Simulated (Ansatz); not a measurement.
**GaH7OSi: one species, many methods**

An exercise on one series of results from a longer session: the logs are not shown, and one member is left open.

Program: Ansatz 0.2.0, Gaussian basis. Level of theory: functionals in def2-TZVPP, the program's frozen cores in correlated methods. These are calculated values, not measurements.

Plan: LDA (SPW92), PBE-D4, revPBE-D4, BLYP-D4, r2SCAN-D4, B97M-V, PBE0-D4, B3LYP-D4, r2SCANh-D4, r2SCAN0-D4, HSE06-D4, BHLYP-D4, CAM-B3LYP-D4, LC-ωPBE, ωB97X-V, ωB97M-V, B2PLYP, PBE-QIDH; CCSD(T)/def2-SVP; CCSD(T)/def2-TZVPP; CCSD(T)/def2-QZVPP; extrapolation to the limit; RPA on PBE.

## The relaxed structure

An earlier PBE0-D4 in a triple-zeta def2 set relaxation fixed the geometry.

10 atoms, charge 0, spin multiplicity 1.

Atoms are counted from 1 here; the program's logs count them from 0.

Bond lengths: Si1–O2 1.686 Å, Si1–H4 1.485 Å, Si1–H5 1.480 Å, Si1–H6 1.475 Å, O2–Ga3 2.176 Å, O2–H7 0.960 Å, Ga3–H8 1.571 Å, Ga3–H9 1.583 Å, Ga3–H10 1.578 Å. Angles: O2–Si1–H4 106.7°, O2–Si1–H5 110.5°, O2–Si1–H6 105.9°, H4–Si1–H5 110.0°, H4–Si1–H6 111.6°, H5–Si1–H6 112.0°, Si1–O2–Ga3 118.1°, Si1–O2–H7 117.7°, Ga3–O2–H7 112.1°, O2–Ga3–H8 100.1°, O2–Ga3–H9 92.2°, O2–Ga3–H10 95.6°, H8–Ga3–H9 118.9°, H8–Ga3–H10 119.6°, H9–Ga3–H10 118.3°.

As a file:

```
Si   -0.4847    0.6801   -1.2893
O    -0.7722   -0.2337    0.0975
Ga    0.8821   -0.5510    1.4752
H    -1.7671    0.7400   -2.0350
H     0.5560    0.0407   -2.1249
H    -0.0696    2.0132   -0.8145
H    -1.3239   -1.0148    0.0101
H     0.3066    0.1466    2.7603
H     1.8856    0.2535    0.5526
H     0.8703   -2.1256    1.3709
```

Set-up of the first run:

The input, in.yaml:

```yaml
crystal:
  periodic: [false, false, false]
  atoms:
    - {symbol: Si, position_ang: [-0.484692, 0.680133, -1.289315]}
    - {symbol: O, position_ang: [-0.772191, -0.233739, 0.097528]}
    - {symbol: Ga, position_ang: [0.882117, -0.550978, 1.475179]}
    - {symbol: H, position_ang: [-1.767064, 0.739986, -2.034953]}
    - {symbol: H, position_ang: [0.556036, 0.040651, -2.124897]}
    - {symbol: H, position_ang: [-0.069647, 2.013209, -0.814499]}
    - {symbol: H, position_ang: [-1.323937, -1.014801, 0.010141]}
    - {symbol: H, position_ang: [0.306577, 0.146588, 2.760318]}
    - {symbol: H, position_ang: [1.885630, 0.253474, 0.552580]}
    - {symbol: H, position_ang: [0.870270, -2.125624, 1.370919]}
basis:
  gaussian: {orbitals: def2-TZVPP}
hamiltonian: {xc: lda}
output: {orbitals: {seedname: orbitals}}
```

Started as:

```bash
$ ansatz run in.yaml --threads 2 --pin off --events-out ev --progress --plain --max-ram 32768MiB --backend cpu
```

Steps of the session up to this table: LDA; PBE-D4 (GGA); revPBE-D4 (GGA); BLYP-D4 (GGA); r2SCAN-D4 (meta-GGA); B97M-V (meta-GGA); PBE0-D4 (hybrid); B3LYP-D4 (hybrid); r2SCANh-D4 (hybrid); r2SCAN0-D4 (hybrid); HSE06-D4 (hybrid); BHLYP-D4 (hybrid); CAM-B3LYP-D4 (range-separated); LC-ωPBE (range-separated); ωB97X-V (range-separated); ωB97M-V (range-separated); B2PLYP (double hybrid); PBE-QIDH (double hybrid).

One table of the session follows, with a row left open; its other results are not shown here.

| functional | HOMO (eV) | gap (eV) |
| --- | --- | --- |
| LDA (SPW92) | -6.59 | 4.53 |
| PBE-D4 | -6.53 | 4.72 |
| revPBE-D4 | -6.50 | 4.80 |
| BLYP-D4 | -6.43 | 4.72 |
| r2SCAN-D4 | -6.85 | 5.46 |
| B97M-V | -6.97 | 5.29 |
| PBE0-D4 | -7.77 | 6.82 |
| B3LYP-D4 | ? | ? |
| r2SCANh-D4 | -7.30 | 6.20 |
| r2SCAN0-D4 | -7.98 | 7.29 |
| HSE06-D4 | -7.37 | 6.05 |
| BHLYP-D4 | -8.95 | 8.83 |
| CAM-B3LYP-D4 | -9.16 | 9.16 |
| LC-ωPBE | -10.55 | 11.76 |
| ωB97X-V | -10.20 | 11.24 |
| ωB97M-V | -10.02 | 10.73 |

Q: Estimate the row for B3LYP-D4 from the others.

Worked estimate for «HOMO (eV)». Against the share of exact exchange, BLYP-D4 (0, -6.43), BHLYP-D4 (0.5, -8.95) give a slope of -5.04 per unit share; at 0.2 the line stands at -7.44.

**Answer.** HOMO (eV): -7.58; gap (eV): 6.39. In «HOMO (eV)» the line misses by +0.14.
